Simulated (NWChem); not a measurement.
# doublet [CH6BNO2]+: levels of theory compared

Wanted: a comparison of 4 runs (UHF/STO-3G, UHF/3-21G, UB3LYP/6-31G*) of doublet [CH6BNO2]+. 

Program for the calculation: NWChem 7.3.0.

58 further runs of the same task are left out: 58 set aside as unsound or not needed.

### Step 1. Starting point

[CH6BNO2]+ has 11 atoms, charge +1, and is taken as a doublet. SMILES of the parent species: `COB(N)O`. The shape is that of a PBE0-D4/def2-TZVP optimisation. This is one conformer, not always the lowest. That shape belongs to the parent species and isn't relaxed for this state.

Bond lengths: C1–O2 1.404 Å, O2–B3 1.375 Å, B3–N4 1.409 Å, B3–O5 1.372 Å, C1–H6 1.096 Å, C1–H7 1.091 Å, C1–H8 1.096 Å, N4–H9 1.002 Å, N4–H10 1.003 Å, O5–H11 0.959 Å. Some angles: C1–O2–B3 120.9°, O2–B3–N4 123.5°, O2–B3–O5 117.8°, N4–B3–O5 118.7°, O2–C1–H6 111.6°, O2–C1–H7 108.2°, O2–C1–H8 111.6°, B3–N4–H9 124.4°, B3–N4–H10 121.1°, B3–O5–H11 111.1°.

### Step 2. A single-point energy at UHF/STO-3G (run 1)

Input file nw.nw:

```
start nw
memory 2200 mb
charge 1
geometry units angstroms noautosym nocenter noautoz
 C     0.713500    0.851600    1.129700
 O    -0.446700    0.102500    0.878500
 B    -0.644000   -0.506700   -0.338400
 N     0.275800   -0.431900   -1.403700
 O    -1.801000   -1.223100   -0.514800
 H     0.801300    1.701800    0.443100
 H     0.654400    1.238600    2.147600
 H     1.616900    0.236000    1.047600
 H     1.144100    0.066300   -1.366900
 H     0.095200   -0.890900   -2.277500
 H    -2.344100   -1.201100    0.275400
end
basis spherical bse
 C library STO-3G
 O library STO-3G
 B library STO-3G
 N library STO-3G
 H library STO-3G
end
scf
 doublet
 uhf
 thresh 1e-08
 maxiter 80
 noprint "final vectors analysis"
end
task scf energy
```

Run with:

```console
nwchem nw.nw > nw.out
```

What it wrote:

```text
[...]
  functions       =    31
[...]
  wavefunction    = UHF
[...]
         Total SCF energy =   -266.587347334206
      One electron energy =   -706.372691534859
      Two electron energy =    263.471563482430
 Nuclear repulsion energy =    176.313780718223
                       Sz =      0.5000
                 Sz(Sz+1) =      0.7500
                      S^2 =      0.7677
[...]
```

Run time: 3.6 s. Hardware: 1 thread of Intel Xeon 6975P-C (Granite Rapids), shared host; peak memory 0.093 GiB.

### Step 3. A single-point energy at UHF/3-21G (run 2)

Input file ch6bno2.xyz:

```xyz
11
CH6BNO2
C      0.713500     0.851600     1.129700
O     -0.446700     0.102500     0.878500
B     -0.644000    -0.506700    -0.338400
N      0.275800    -0.431900    -1.403700
O     -1.801000    -1.223100    -0.514800
H      0.801300     1.701800     0.443100
H      0.654400     1.238600     2.147600
H      1.616900     0.236000     1.047600
H      1.144100     0.066300    -1.366900
H      0.095200    -0.890900    -2.277500
H     -2.344100    -1.201100     0.275400
```

Input file ch6bno2.nw:

```
start ch6bno2
title "CH6BNO2"
memory 2200 mb
charge 1
geometry units angstrom noautosym nocenter noautoz
 load ch6bno2.xyz
end
basis "ao basis" spherical bse
 * library 3-21G
end
scf
 doublet
 uhf
 thresh 1e-08
 maxiter 80
 noprint "final vectors analysis"
end
task scf energy
```

Run with:

```console
nwchem ch6bno2.nw > ch6bno2.out
```

What it wrote:

```text
[...]
  functions       =    57
[...]
  wavefunction    = UHF
[...]
         Total SCF energy =   -268.559822517349
      One electron energy =   -707.612157135621
      Two electron energy =    262.738553900050
 Nuclear repulsion energy =    176.313780718223
                       Sz =      0.5000
                 Sz(Sz+1) =      0.7500
                      S^2 =      0.7602
[...]
```

Run time: 4.2 s. Hardware: 1 thread of Intel Xeon 6975P-C (Granite Rapids), shared host; peak memory 0.097 GiB.

Run 3 isn't shown in full; the table further down has it.

### Step 4. A single-point energy at UB3LYP/6-31G(d) (Cartesian functions) (run 4)

Input file mol.nw:

```
START mol
TITLE "CH6BNO2 B3LYP"
memory 2200 mb
charge 1

GEOMETRY units bohr noautosym nocenter noautoz
 C    1.34831959   1.60929077   2.13482360
 O   -0.84414066   0.19369693   1.66012440
 B   -1.21698362  -0.95752423  -0.63948332
 N    0.52118647  -0.81617271  -2.65260856
 O   -3.40339675  -2.31132402  -0.97283101
 H    1.51423754   3.21593592   0.83733765
 H    1.23663678   2.34061478   4.05837583
 H    3.05549817   0.44597537   1.97967709
 H    2.16203566   0.12528884  -2.58306664
 H    0.17990193  -1.68355700  -4.30385125
 H   -4.42970701  -2.26975005   0.52043057
END

BASIS "ao basis"
 C library 6-31G*
 O library 6-31G*
 B library 6-31G*
 N library 6-31G*
 H library 6-31G*
END

DFT
 xc b3lyp
 mult 2
 grid xfine
 convergence energy 1e-08
 iterations 100
 mulliken
END

TASK dft
```

Run with:

```console
nwchem mol.nw > mol.out
```

What it wrote:

```text
[...]
          Wavefunction type:  spin polarized.
          No. of atoms     :    11
          No. of electrons :    39
[...]
          Charge           :     1
          Spin multiplicity:     2
[...]
          AO basis - number of functions:    87
[...]
              XC Information
              --------------
                         B3LYP Method XC Potential
                     Hartree-Fock (Exact) Exchange  0.200
                        Slater Exchange Functional  0.800 local
                    Becke 1988 Exchange Functional  0.720 non-local
              Lee-Yang-Parr Correlation Functional  0.810
                  VWN I RPA Correlation Functional  0.190 local
[...]
 d= 0,ls=0.0,diis     1   -271.3422992635 -4.48D+02  1.06D-02  5.16D-01     5.7
[...]
 d= 0,ls=0.0,diis    15   -271.5446023438 -9.62D-09  8.52D-07  1.14D-08    82.9
[...]
         Total DFT energy =     -271.544602343759
      One electron energy =     -710.216750433320
           Coulomb energy =      297.962811916213
    Exchange-Corr. energy =      -35.604431862302
 Nuclear repulsion energy =      176.313768035650
[...]
      Total Density - Mulliken Population Analysis
     ---------------------------------------------
    Atom       Charge   Shell Charges
 -----------   ------   -------------------------------------------------------
    1 C    6     6.30   1.99  0.69  2.09  0.62  0.86  0.05
    2 O    8     8.29   1.99  0.91  2.92  0.91  1.54  0.02
    3 B    5     4.39   1.99  0.53  1.50  0.05  0.17  0.14
    4 N    7     7.52   1.99  0.81  2.51  0.85  1.34  0.02
    5 O    8     8.51   1.99  0.91  2.95  0.90  1.73  0.03
    6 H    1     0.79   0.52  0.26
    7 H    1     0.75   0.52  0.23
    8 H    1     0.79   0.52  0.26
    9 H    1     0.58   0.49  0.09
   10 H    1     0.56   0.48  0.08
[...]
      <S2> =      0.7597 (Exact =     0.7500)
[...]
```

It took 84 s on 1 thread of Intel Xeon 6975P-C (Granite Rapids), shared host; peak memory 0.14 GiB.

### Step 5. Overview of the runs

| run | level | iteration cap | module | energy (Eh) | ⟨S²⟩ | wall time |
| --- | --- | --- | --- | --- | --- | --- |
| 1 | UHF/STO-3G | 80 | scf | -266.587347 | 0.768 | 3.6 s |
| 2 | UHF/3-21G | 80 | scf | -268.559823 | 0.760 | 4.2 s |
| 3 | UB3LYP/6-31G* (spherical functions) | 100 | dft | -271.540380 | 0.760 | 83 s |
| 4 | UB3LYP/6-31G* (Cartesian functions) | 100 | dft | -271.544602 | 0.760 | 84 s |

### Step 6. Outcome

| quantity | value |
| --- | --- |
| run 4: total energy | -271.54460 Eh |
| run 4: HOMO energy (highest over α and β) | -13.47 eV |
| run 4: LUMO energy (lowest over α and β) | -12.27 eV |
| run 4: ⟨S²⟩ | 0.760 |

What this shows: In run 1 the basis is minimal, so the values are rough. All runs together took 2.9 min, the longest 84 s.
